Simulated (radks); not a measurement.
# O⁻ inside a hard spherical wall

One table from this session's results is given with a row withheld; the runs are named, their logs left out.

The numbers are computed with radks (a radial shooting solver on a logarithmic mesh, Libxc functionals) version 1 (non-relativistic Kohn-Sham, PBEsol, spin-unpolarised, spherical densities, point nucleus), except any that are marked as measured or tabulated.

### Starting point

```
element       : oxygen (Z = 8)
charge        : -1
electrons     : 9
configuration : [He] 2s2 2p5
```

Outer shells as boxes (Hund's rule):

O⁻
```
[He] core
2s [↑↓]
2p [↑↓][↑↓][↑ ]
```

The first run:

The run's settings:

```text
Z 8
configuration [He] 2s2 2p5 3s0 3p0 3d0
relativity non-relativistic
functional pbe_sol,pbe_sol
spin unpolarised
nucleus point
wall 15 bohr
```

Started as:

```bash
python run_ks.py task.json out
```

All runs below come from this command, one after another.

Steps of the session up to this table: Wall at 15 bohr; Wall at 10 bohr; Wall at 7 bohr; Wall at 6 bohr; Wall at 5 bohr; Wall at 3.5 bohr; Wall at 3 bohr; Wall at 2.5 bohr; Wall at 2 bohr.

One of the session's tables, all rows but one given; the rest of the session is left out.

```
R (bohr)  E − E(widest) (eV)  ε(2p) (eV)  ε(3s, empty) (eV)  ε(3p, empty) (eV)  ε(3d, empty) (eV)
      15               0.000       1.731              3.134              3.561              4.180
      10               0.034       1.949              4.928              6.085              7.411
       7                   ?           ?                  ?                  ?                  ?
       6               0.507       3.069             10.340             13.563             15.917
       5               1.269       4.149             14.664             18.939             21.156
     3.5               7.252       9.164             33.220             39.219             37.925
       3              14.956      13.643             49.206             55.133             49.588
     2.5              33.884      22.173             79.407             83.561             69.114
       2              85.744      39.935             143.08             140.08             105.84
```

Estimate the missing values for R (bohr) = 7.

Worked estimate for «E − E(widest) (eV)». A straight line through the neighbours (10, 0.034) and (6, 0.507) gives 0.034 + (0.507 − 0.034) × (7 − 10) / (6 − 10) = 0.389; a parabola fitted to 4 rows on both sides gives 0.483.

The run gave: E − E(widest) (eV): 0.230; ε(2p) (eV): 2.531; ε(3s, empty) (eV): 7.998; ε(3p, empty) (eV): 10.442; ε(3d, empty) (eV): 12.577. In «E − E(widest) (eV)» the line misses by +0.159 and the parabola by +0.253. Between these rows the values bend or scatter more than so simple an estimate can follow.

From R = 15 bohr inwards the highest occupied level lies above zero, in an anion first from self-interaction, then from the wall. Shells are not refilled when levels cross, and a hard wall is a model, not a crystal.
